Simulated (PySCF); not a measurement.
# C4H6Si: the cost of one run

Computed with PySCF 2.14.0, with density-fitted response routines of our own, on a single molecule in the gas phase. Atoms count from 0, in the outputs and in this text.

## 1. Starting geometry

11 atoms, charge 0, multiplicity 1; geometry from: GFN2-xTB. The atoms were then displaced at random by about 0.01 Å, so the start is not that level's minimum.

Bonds of the start (Å): C0–C1 1.23, C1–C2 1.42, C2–C3 1.28, C3–Si4 1.91, C0–H5 1.01, C2–H6 1.10, C3–H7 1.09, Si4–H8 1.44, Si4–H9 1.48, Si4–H10 1.47.

## 2. Optimising the geometry at PBE0-D3(BJ)/def2-SVP

The job: settings as JSON, then the geometry in Å.

```
{"job": {"xc": "PBE0", "basis": "def2-SVP", "d3": "d3bj", "grid": 1, "shake": 0.01, "kind": "geom"}, "charge": 0, "multiplicity": 1}
C      2.114660    -1.346280     0.337520
C      1.535350    -0.282460     0.105540
C      0.903260     0.957010    -0.167360
C     -0.367280     1.118890    -0.242320
Si    -1.647930    -0.282250    -0.016630
H      2.566130    -2.229830     0.528500
H      1.619270     1.787270    -0.298900
H     -0.756200     2.117630    -0.453850
H     -1.423060    -1.312050    -0.991010
H     -1.512990    -0.847880     1.346230
H     -2.993090     0.294110    -0.163380
```

Started as:

```console
> OMP_NUM_THREADS=1 python probes_run.py task.json out
```

This one command runs all jobs of the session in turn.

Q: Estimate the wall time and peak memory of this first job on 1 thread of Arm Neoverse V1, shared host.

About 29 s, with a peak of 0.43 GiB.
